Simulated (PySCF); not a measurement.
# C₁₀H₁₀F₂O₂: NMR shifts at several levels of theory, part 2 of 2

PySCF 2.14.0. Atoms count from 0. The steps go on from the part before.

## 6. Nuclear shieldings: KT2/pcSseg-1

Job settings and geometry (Å):

```
{"job": {"kind": "nmr", "xc": "KT2", "basis": "pcSseg-1", "pop": false}, "charge": 0, "multiplicity": 1}
C     -5.257201     0.283271     0.597361
C     -3.744221     0.261174     0.733784
C     -3.032057    -0.054439    -0.584560
C     -1.537714    -0.075230    -0.437442
C     -0.791929     1.095782    -0.594934
C      0.580555     1.077393    -0.396198
F      1.246145     2.205772    -0.586964
C      1.276919    -0.087289    -0.040424
C      2.751813    -0.142412     0.147916
O      3.431577    -1.108641    -0.076015
O      3.257504     1.004570     0.614419
C      0.501234    -1.248739     0.100056
F      1.084853    -2.383036     0.445391
C     -0.873808    -1.252686    -0.083043
H     -5.583554     1.045558    -0.128142
H     -5.743551     0.508955     1.558099
H     -5.642599    -0.688510     0.249457
H     -3.442028    -0.484289     1.488734
H     -3.382543     1.233167     1.109974
H     -3.379383    -1.030630    -0.960653
H     -3.317099     0.695551    -1.340456
H     -1.262585     2.037419    -0.883593
H      4.215004     0.865029     0.679464
H     -1.412683    -2.192022     0.053039
```

Level: GIAO KT2/pcSseg-1 NMR shielding, non-relativistic, gas phase.

What it wrote:

```text
coarse grid: 21408 points
cycle   1  E = -748.3150214424  dE =  2.280e+00  |g| = 1.367e+00  |ddm| = 4.977e+00
cycle   2  E = -746.7939799185  dE =  1.521e+00  |g| = 2.978e+00  |ddm| = 4.923e+00
cycle   3  E = -748.5212450595  dE = -1.727e+00  |g| = 8.068e-01  |ddm| = 4.222e+00
cycle   4  E = -748.6532605215  dE = -1.320e-01  |g| = 2.258e-01  |ddm| = 8.448e-01
cycle   5  E = -748.6591995249  dE = -5.939e-03  |g| = 1.246e-01  |ddm| = 2.884e-01
cycle   6  E = -748.6626680587  dE = -3.469e-03  |g| = 3.498e-02  |ddm| = 1.621e-01
cycle   7  E = -748.6629511346  dE = -2.831e-04  |g| = 1.449e-02  |ddm| = 5.069e-02
cycle   8  E = -748.6630006279  dE = -4.949e-05  |g| = 4.643e-03  |ddm| = 1.892e-02
cycle   9  E = -748.6630054885  dE = -4.861e-06  |g| = 1.566e-03  |ddm| = 6.890e-03
final grid: 211424 points
cycle  10  E = -748.8263274839  dE = -3.363e-04  |g| = 4.499e-02  |ddm| = 1.555e-01
cycle  11  E = -748.8252846982  dE =  1.043e-03  |g| = 9.006e-02  |ddm| = 1.422e-01
cycle  12  E = -748.8266568677  dE = -1.372e-03  |g| = 7.497e-03  |ddm| = 1.043e-01
cycle  13  E = -748.8266680854  dE = -1.122e-05  |g| = 2.857e-03  |ddm| = 1.012e-02
cycle  14  E = -748.8266697187  dE = -1.633e-06  |g| = 9.498e-04  |ddm| = 3.057e-03
cycle  15  E = -748.8266698806  dE = -1.618e-07  |g| = 3.284e-04  |ddm| = 9.340e-04
cycle  16  E = -748.8266699038  dE = -2.323e-08  |g| = 1.254e-04  |ddm| = 4.416e-04
cycle  17  E = -748.8266699076  dE = -3.761e-09  |g| = 4.236e-05  |ddm| = 1.706e-04
cycle  18  E = -748.8266699080  dE = -4.432e-10  |g| = 8.683e-06  |ddm| = 4.962e-05
converged SCF energy = -748.8266699080

GIAO shielding tensors (ppm)
atom      isotropic    diamagn.    paramagn.     s11        s22        s33       span
  0 C      165.835     240.489     -74.655    155.356    156.570    185.579     30.223
  1 C      149.314     248.823     -99.509    136.279    142.520    169.142     32.864
  2 C      139.467     252.048    -112.581    123.255    131.124    164.022     40.766
  3 C       39.101     265.747    -226.646    -42.062     -7.709    167.075    209.137
  4 C       76.710     259.762    -183.052      6.031     74.378    149.721    143.690
  5 C       22.929     248.900    -225.971    -41.320     24.516     85.591    126.911
  6 F      262.532     476.868    -214.336    182.904    238.188    366.503    183.600
  7 C       82.468     271.438    -188.970     43.951     56.236    147.215    103.264
  8 C       29.338     244.008    -214.670    -60.589     73.789     74.813    135.402
  9 O      -87.051     401.405    -488.456   -276.838   -210.995    226.679    503.516
 10 O      109.870     388.950    -279.080    -26.373    116.522    239.461    265.834
 11 C       21.293     248.408    -227.115    -47.999     27.519     84.358    132.357
 12 F      265.974     476.759    -210.785    173.066    235.635    389.222    216.156
 13 C       76.177     259.918    -183.741      4.846     73.630    150.055    145.209
 14 H       30.177      24.600       5.577     26.048     28.565     35.916      9.869
 15 H       29.811      22.873       6.938     25.563     26.892     36.978     11.415
 16 H       30.177      24.559       5.618     26.015     28.580     35.935      9.921
 17 H       29.762      32.499      -2.737     24.908     31.228     33.150      8.243
 18 H       29.755      32.531      -2.776     24.827     31.222     33.216      8.389
 19 H       28.911      33.063      -4.152     24.706     29.607     32.420      7.714
 20 H       28.896      33.046      -4.150     24.751     29.611     32.327      7.576
 21 H       24.689      34.773     -10.083     20.990     24.362     28.716      7.726
 22 H       25.485      27.842      -2.357     20.074     23.139     33.242     13.168
 23 H       24.679      34.787     -10.108     20.988     24.369     28.680      7.692
```

It took 2.1 min on 8 threads of Intel Xeon at 2.50GHz (Skylake/Cascade Lake), shared host.

Key values: δ C5 161.1, C8 153.9, C3 144.1, C4 106.8, H21 6.49, H22 5.69 ppm (means over like atoms).

## 7. Shielding tensors: HF/pcSseg-1

Settings changed since step 6:

```diff
@@ -1,2 +1,2 @@
-{"job": {"kind": "nmr", "xc": "KT2", "basis": "pcSseg-1", "pop": false}, "charge": 0, "multiplicity": 1}
+{"job": {"kind": "nmr", "xc": "HF", "basis": "pcSseg-1", "pop": false}, "charge": 0, "multiplicity": 1}
 C     -5.257201     0.283271     0.597361
```

Method: GIAO HF/pcSseg-1 NMR shielding, non-relativistic, gas phase.

What it wrote:

```text
final grid: 211424 points
cycle   1  E = -732.6831929200  dE =  3.967e+00  |g| = 1.155e+00  |ddm| = 4.840e+00
cycle   2  E = -732.8964442065  dE = -2.133e-01  |g| = 7.747e-01  |ddm| = 1.510e+00
cycle   3  E = -733.0005855020  dE = -1.041e-01  |g| = 1.377e-01  |ddm| = 7.423e-01
cycle   4  E = -733.0056909914  dE = -5.105e-03  |g| = 5.222e-02  |ddm| = 1.812e-01
cycle   5  E = -733.0063755097  dE = -6.845e-04  |g| = 1.312e-02  |ddm| = 6.536e-02
cycle   6  E = -733.0064457841  dE = -7.027e-05  |g| = 5.656e-03  |ddm| = 1.980e-02
cycle   7  E = -733.0064653615  dE = -1.958e-05  |g| = 2.095e-03  |ddm| = 1.400e-02
cycle   8  E = -733.0064683795  dE = -3.018e-06  |g| = 7.577e-04  |ddm| = 5.384e-03
cycle   9  E = -733.0064687473  dE = -3.678e-07  |g| = 2.418e-04  |ddm| = 2.090e-03
cycle  10  E = -733.0064687779  dE = -3.066e-08  |g| = 9.965e-05  |ddm| = 4.538e-04
cycle  11  E = -733.0064687829  dE = -4.939e-09  |g| = 2.800e-05  |ddm| = 2.130e-04
cycle  12  E = -733.0064687833  dE = -4.111e-10  |g| = 1.147e-05  |ddm| = 4.875e-05
converged SCF energy = -733.0064687833

GIAO shielding tensors (ppm)
atom      isotropic    diamagn.    paramagn.     s11        s22        s33       span
  0 C      174.719     237.554     -62.835    165.389    168.024    190.743     25.354
  1 C      162.615     244.605     -81.989    151.066    156.380    180.400     29.334
  2 C      154.037     244.667     -90.630    140.280    146.104    175.728     35.447
  3 C       25.144     265.268    -240.124    -80.183    -28.553    184.168    264.352
  4 C       76.497     258.121    -181.624     -7.587     73.207    163.870    171.457
  5 C       19.793     248.226    -228.433    -85.052     37.433    106.999    192.051
  6 F      327.599     478.834    -151.235    249.003    312.162    421.633    172.630
  7 C       84.006     267.188    -183.182     34.084     55.092    162.841    128.758
  8 C       21.715     241.075    -219.360    -91.314     64.612     91.847    183.161
  9 O      -98.427     399.173    -497.600   -340.064   -243.690    288.474    628.538
 10 O      147.372     390.781    -243.409      2.595    164.358    275.162    272.566
 11 C       17.830     248.067    -230.237    -92.171     38.804    106.857    199.028
 12 F      328.012     479.297    -151.285    240.588    310.450    432.996    192.408
 13 C       75.629     258.323    -182.694     -9.213     71.989    164.111    173.324
 14 H       30.603      24.610       5.994     25.879     28.904     37.028     11.149
 15 H       30.306      23.364       6.942     25.557     27.102     38.259     12.703
 16 H       30.603      24.596       6.007     25.849     28.918     37.042     11.193
 17 H       30.408      31.641      -1.233     24.812     31.764     34.648      9.835
 18 H       30.401      31.639      -1.238     24.744     31.756     34.702      9.958
 19 H       29.450      32.698      -3.248     24.526     29.906     33.919      9.392
 20 H       29.448      32.638      -3.190     24.583     29.915     33.846      9.264
 21 H       24.720      34.149      -9.429     19.831     24.908     29.421      9.590
 22 H       25.306      26.976      -1.670     19.636     21.137     35.145     15.509
 23 H       24.689      34.210      -9.521     19.805     24.867     29.396      9.591
```

It took 94 s on 8 threads of Intel Xeon at 2.50GHz (Skylake/Cascade Lake), shared host.

In short: δ C5 172.0, C8 169.1, C3 165.7, C4 114.8, H21 6.98, H22 6.38 ppm (means over like atoms).

## 8. Run by run: NMR shifts

Shifts (ppm) of some atoms, chosen among heavy atoms and hydrogens apart, means over like atoms, with basis size and wall time:

```
             run     C8     C3   H21   H22      F6     O9    O10  functions     time
   PBE0/pcSseg-1  164.8  157.2  6.81  6.06  -102.2  446.4  220.5        288  3.1 min
    PBE/pcSseg-1  160.8  153.3  6.60  5.84  -111.6  443.3  233.4        288  2.3 min
wB97X-D/pcSseg-1  166.1  159.4  6.83  6.12   -99.6  442.2  215.9        288  3.9 min
    KT2/pcSseg-1  153.9  144.1  6.49  5.69  -125.7  417.7  220.8        288  2.1 min
     HF/pcSseg-1  169.1  165.7  6.98  6.38   -81.5  431.7  185.9        288     94 s
```

## 9. What came out

This closing draws on all 2 parts.

| quantity | value |
| --- | --- |
| point group | C1 |
| rotational constants (main isotopes) | 1.37, 0.36, 0.30 GHz |
| 13C shifts against TMS (PBE0/pcSseg-1, means over atoms taken as alike) | 170.8, 164.8, 157.2, 116.3, 108.9, 42.4, 31.6, 16.8 ppm |
| 1H shifts against TMS (PBE0/pcSseg-1, means over atoms taken as alike) | 6.81, 6.06, 2.29, 1.37, 1.12 ppm |
| 19F shifts against CFCl3 (PBE0/pcSseg-1, means over atoms taken as alike) | -102.2 ppm |
| 17O shifts against H2O (PBE0/pcSseg-1) | 446.4, 220.5 ppm |
| range of the shift of O10 | 185.9 to 233.4 ppm |

What this shows: Single values in the summary come from the first sound run of each kind (PBE0/pcSseg-1), which need not be the best level. Over 12 steps the energy fell by 0.078 eV; of the close pairs, C5–F6 changed most, 1.341 to 1.324 Å. At PBE0/pcSseg-1: Shielding is most anisotropic at O9 (span 595 ppm, paramagnetic term -512 ppm). NICS(1)zz of -23 ppm above the planar ring from C3 marks a diatropic (aromatic) ring current. In ppm, O10 moves most: its shift spreads over 47.4 ppm, from 185.9 (HF/pcSseg-1) to 233.4 (PBE/pcSseg-1).
